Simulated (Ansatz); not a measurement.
**GaAsH₂+ (quartet): from Hartree-Fock to the top rungs, cc-pVTZ**

One table from this session's results is given with a row withheld; the runs are named, their logs left out.

The runs use Ansatz 0.2.0, Gaussian basis; cc-pVTZ, core rule «outside noble gas», up to 28 orbitals frozen.

To be run: UHF; CCSD(T) on ROHF; CCSD(T) on UHF; BCCD(T) on ROHF; CCSDT(Q) on ROHF; CCSDT(Q) on UHF.

14 further runs of the same task are left out: 8 for a known fault of the program, 6 set aside as unsound or not needed.

### The system

The geometry is a PBE0/def2-TZVP stationary point (not a proven minimum) of the parent state, kept for this charge and spin. No spin-orbit coupling is included. The filled d shell of Ga, As may be among the frozen orbitals whatever the setting's name suggests; the logs give the count.

4 atoms, charge 1, spin multiplicity 4.

Atoms are counted from 1 here; the program's logs count them from 0.

Bond lengths: Ga1–As2 2.421 Å, Ga1–H3 1.572 Å, Ga1–H4 1.572 Å. Angles: As2–Ga1–H3 119.9°, As2–Ga1–H4 119.9°, H3–Ga1–H4 120.3°.

The first run:

The input, in.yaml:

```yaml
crystal:
  periodic: [false, false, false]
  atoms:
    - {symbol: Ga, position_ang: [0.000000, 0.000000, 1.226035]}
    - {symbol: As, position_ang: [0.000000, 0.000000, -1.195022]}
    - {symbol: H, position_ang: [0.000000, 1.363635, 2.009104]}
    - {symbol: H, position_ang: [0.000000, -1.363635, 2.009104]}
basis:
  gaussian: {orbitals: cc-pVTZ}
total_charge: 1
magnetization: {spin_polarized: true, initial_magnetization: 3}
hamiltonian: {xc: hf}
output: {orbitals: {seedname: orbitals}}
```

Run with:

```sh
$ ansatz run in.yaml --threads 1 --pin off --events-out ev --progress --plain --max-ram 4096MiB --backend cpu
```

Among the steps run: UHF; CCSD(T) on ROHF; CCSD(T) on UHF; BCCD(T) on ROHF; CCSDT(Q) on ROHF; CCSDT(Q) on UHF.

One table of the session follows, with a row left open; its other results are not shown here.

| method | from UCCSDT(Q) (kJ/mol) |
| --- | --- |
| ROHF | +469.3 |
| UHF | +463.2 |
| RMP2 | +99.5 |
| UMP2 | +97.5 |
| RCCSD | +19.5 |
| UCCSD | +17.5 |
| RCCSD(T) | +5.4 |
| UCCSD(T) | +3.5 |
| BCCD(T) | +5.3 |
| RCCSDT | ? |
| UCCSDT | +0.5 |
| RCCSDT(Q) | +1.9 |
| UCCSDT(Q) | 0 |

**Question.** Estimate the row for RCCSDT.

The run gave: from UCCSDT(Q) (kJ/mol): +2.4. In the column «from UCCSDT(Q) (kJ/mol)» it lies between RCCSDT(Q) (+1.9) and UCCSD(T) (+3.5).

To keep in mind: Restricted and unrestricted rows rest on different reference determinants; where their highest levels disagree by more than a few hundredths of an eV, they describe different states and don't form one ladder.
